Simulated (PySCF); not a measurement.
# C5H6F2O: magnetic properties

What do calculations give for the magnetic properties of C5H6F2O (`C[C@@H]1OC=C1C(F)F`)?

Programs: PySCF 2.14.0, with routines of our own; each step states its level. All values are computed. Atoms count from 0.

### 1 The system as given

14 atoms, charge 0, multiplicity 1; geometry from: GFN2-xTB.

### 2 Magnetic properties: GIAO PBE0/pcSseg-1

What the job is given:

```
{"job": {"kind": "mag", "xc": "PBE0", "basis": "pcSseg-1", "isotopologues": 2}, "charge": 0, "multiplicity": 1}
C     -1.350010    -0.246263    -1.222946
C     -0.948830     0.171117     0.172708
O     -0.942395     1.616153     0.366688
C      0.390226     1.542366     0.641148
C      0.529288     0.216873     0.499118
C      1.600981    -0.792361     0.591886
F      1.294183    -1.764797     1.495083
F      1.780252    -1.446780    -0.590304
H     -0.731368     0.267071    -1.955069
H     -1.211126    -1.318697    -1.330161
H     -2.392619     0.004076    -1.399699
H     -1.571016    -0.297147     0.937647
H      0.983342     2.401729     0.888559
H      2.568416    -0.353813     0.883176
```

Method: GIAO PBE0/pcSseg-1 magnetisability, rotational g tensor and spin-rotation constants, non-relativistic, gas phase.

On the command line:

```console
OMP_NUM_THREADS=1 python excited_run.py task.json out
```

This one command runs all jobs of the session in turn.

What it wrote:

```text
coarse grid: 12408 points
cycle   1  E = -468.2501547962  dE =  1.342e+00  |g| = 8.390e-01  |ddm| = 3.361e+00
cycle   2  E = -468.0954388055  dE =  1.547e-01  |g| = 1.290e+00  |ddm| = 1.525e+00
cycle   3  E = -468.3663781871  dE = -2.709e-01  |g| = 1.847e-01  |ddm| = 1.040e+00
cycle   4  E = -468.3726256312  dE = -6.247e-03  |g| = 6.949e-02  |ddm| = 2.018e-01
cycle   5  E = -468.3735649296  dE = -9.393e-04  |g| = 2.008e-02  |ddm| = 7.166e-02
cycle   6  E = -468.3736544946  dE = -8.957e-05  |g| = 4.631e-03  |ddm| = 2.020e-02
cycle   7  E = -468.3736589463  dE = -4.452e-06  |g| = 1.466e-03  |ddm| = 4.352e-03
final grid: 122688 points
cycle   8  E = -468.4451700905  dE = -3.384e-05  |g| = 1.225e-02  |ddm| = 3.108e-02
cycle   9  E = -468.4451218853  dE =  4.821e-05  |g| = 2.054e-02  |ddm| = 2.216e-02
cycle  10  E = -468.4451967412  dE = -7.486e-05  |g| = 2.328e-03  |ddm| = 1.597e-02
cycle  11  E = -468.4451979679  dE = -1.227e-06  |g| = 4.308e-04  |ddm| = 2.228e-03
cycle  12  E = -468.4451980047  dE = -3.680e-08  |g| = 1.713e-04  |ddm| = 4.888e-04
cycle  13  E = -468.4451980115  dE = -6.765e-09  |g| = 4.130e-05  |ddm| = 1.665e-04
cycle  14  E = -468.4451980118  dE = -3.236e-10  |g| = 1.036e-05  |ddm| = 3.825e-05
converged SCF energy = -468.4451980118

Magnetisability tensor (1e-30 J/T^2)
     -951.44       15.88        8.64
       15.88    -1006.78       -4.31
        8.64       -4.31    -1073.83
isotropic -1010.68   principal values   -1074.88  -1010.38   -946.79
isotropic susceptibility -60.865 1e-6 cm^3/mol

Inertial axes            a          b          c
rot. const./GHz      3.3932     1.4859     1.2725
chi total           -59.834    -61.997    -60.762
chi diamagnetic    -441.607   -832.291   -979.708
chi paramagnetic    381.773    770.294    918.945
quadrupole/D A       -8.623      6.822      1.801
g nuclear            0.5822     0.5213     0.5363
g electronic        -0.6086    -0.5377    -0.5493
g total             -0.0264    -0.0164    -0.0130

Spin-rotation constants (kHz, H = +C I.J)
atom  isotope        aa         bb         cc
  6    19F        4.264      1.091      1.232
  7    19F        4.044      1.508      0.852
  8     1H       -0.417     -0.147      0.032
  9     1H       -0.134     -0.077     -0.132
 10     1H       -0.024     -0.128     -0.123
 11     1H       -0.366     -0.155      0.108
 12     1H       -0.326      0.044     -0.057
 13     1H       -0.183     -0.010     -0.066
  0    13C*       0.534      0.204      0.186
  1    13C*       0.711      0.380      0.354
  2    17O*      -0.915     -0.286     -0.196
  3    13C*       1.395      0.539      0.387
  4    13C*       1.393      0.442      0.299
  5    13C*       1.026      0.419      0.345
* in the singly substituted isotopologue

Isotopologues: g along a, b, c
2H    at 8,9,10,11,12,1    -0.0231    -0.0159    -0.0115
13C   at 0                 -0.0260    -0.0163    -0.0128
```

Wall time 42 s (1 thread of Arm Neoverse N1, shared host); peak memory 0.75 GiB.

In short:

```csv
quantity,value
magnetisability,-1011·10⁻³⁰ J/T²
molar susceptibility,-60.9·10⁻⁶ cm³/mol
"rotational g (a, b, c)","-0.0264, -0.0164, -0.0130"
```

### 3 Magnetic properties: GIAO HSE06/6-311G**

Settings changed since step 2:

```diff
@@ -1,2 +1,2 @@
-{"job": {"kind": "mag", "xc": "PBE0", "basis": "pcSseg-1", "isotopologues": 2}, "charge": 0, "multiplicity": 1}
+{"job": {"kind": "mag", "xc": "HSE06", "basis": "6-311G**", "scf": {"aux": "def2-universal-jfit", "max_cycle": 94}}, "charge": 0, "multiplicity": 1}
 C     -1.350010    -0.246263    -1.222946
```

With the program's defaults for keys left out, this is: GIAO HSE06/6-311G** magnetisability, rotational g tensor and spin-rotation constants, non-relativistic, gas phase.

What it wrote:

```text
final grid: 122688 points
cycle   1  E = -468.5171300692  dE =  1.321e+00  |g| = 8.773e-01  |ddm| = 3.128e+00
cycle   2  E = -468.2965240964  dE =  2.206e-01  |g| = 1.443e+00  |ddm| = 1.691e+00
cycle   3  E = -468.6364281984  dE = -3.399e-01  |g| = 2.382e-01  |ddm| = 1.194e+00
cycle   4  E = -468.6472835907  dE = -1.086e-02  |g| = 8.557e-02  |ddm| = 2.437e-01
cycle   5  E = -468.6486699822  dE = -1.386e-03  |g| = 3.012e-02  |ddm| = 8.474e-02
cycle   6  E = -468.6488828500  dE = -2.129e-04  |g| = 6.425e-03  |ddm| = 2.642e-02
cycle   7  E = -468.6488911980  dE = -8.348e-06  |g| = 2.294e-03  |ddm| = 5.621e-03
cycle   8  E = -468.6488920818  dE = -8.838e-07  |g| = 3.236e-04  |ddm| = 1.648e-03
cycle   9  E = -468.6488920882  dE = -6.394e-09  |g| = 1.246e-04  |ddm| = 3.641e-04
cycle  10  E = -468.6488921037  dE = -1.548e-08  |g| = 3.925e-05  |ddm| = 1.051e-04
cycle  11  E = -468.6488921040  dE = -3.108e-10  |g| = 1.271e-05  |ddm| = 3.775e-05
converged SCF energy = -468.6488921040

Magnetisability tensor (1e-30 J/T^2)
     -940.76       15.30        9.33
       15.30     -997.88       -2.77
        9.33       -2.77    -1071.68
isotropic -1003.44   principal values   -1072.54  -1001.38   -936.40
isotropic susceptibility -60.428 1e-6 cm^3/mol

Inertial axes            a          b          c
rot. const./GHz      3.3932     1.4859     1.2725
chi total           -59.233    -61.591    -60.462
chi diamagnetic    -440.906   -831.269   -978.833
chi paramagnetic    381.674    769.678    918.371
quadrupole/D A       -8.342      6.557      1.786
g nuclear            0.5822     0.5213     0.5363
g electronic        -0.6084    -0.5373    -0.5490
g total             -0.0263    -0.0160    -0.0127

Spin-rotation constants (kHz, H = +C I.J)
atom  isotope        aa         bb         cc
  6    19F        4.153      1.056      1.233
  7    19F        3.962      1.480      0.831
  8     1H       -0.422     -0.151      0.032
  9     1H       -0.136     -0.080     -0.134
 10     1H       -0.024     -0.130     -0.126
 11     1H       -0.365     -0.157      0.107
 12     1H       -0.335      0.044     -0.057
 13     1H       -0.191     -0.011     -0.067
  0    13C*       0.519      0.197      0.181
  1    13C*       0.699      0.371      0.347
  2    17O*      -0.902     -0.287     -0.194
  3    13C*       1.361      0.529      0.380
  4    13C*       1.375      0.433      0.294
  5    13C*       1.002      0.409      0.337
* in the singly substituted isotopologue
```

It took 62 s on 1 thread of Arm Neoverse N1, shared host; peak memory 0.79 GiB.

A normal end doesn't make this result sound: the fitting basis def2-universal-jfit is not made for Coulomb and exchange fitting here.

### 4 Summary of results

| quantity | value |
| --- | --- |
| magnetisability (step 2, GIAO PBE0/pcSseg-1) | -1011·10⁻³⁰ J/T² |
| molar susceptibility (step 2, GIAO PBE0/pcSseg-1) | -60.9·10⁻⁶ cm³/mol |
| rotational g (a, b, c) (step 2, GIAO PBE0/pcSseg-1) | -0.0264, -0.0164, -0.0130 |
| runs | 0 failed, 1 ended on unsound input |

**Reading.** The values above hold for this geometry and these levels alone. Vibrational averaging and real surroundings are missing from these values.
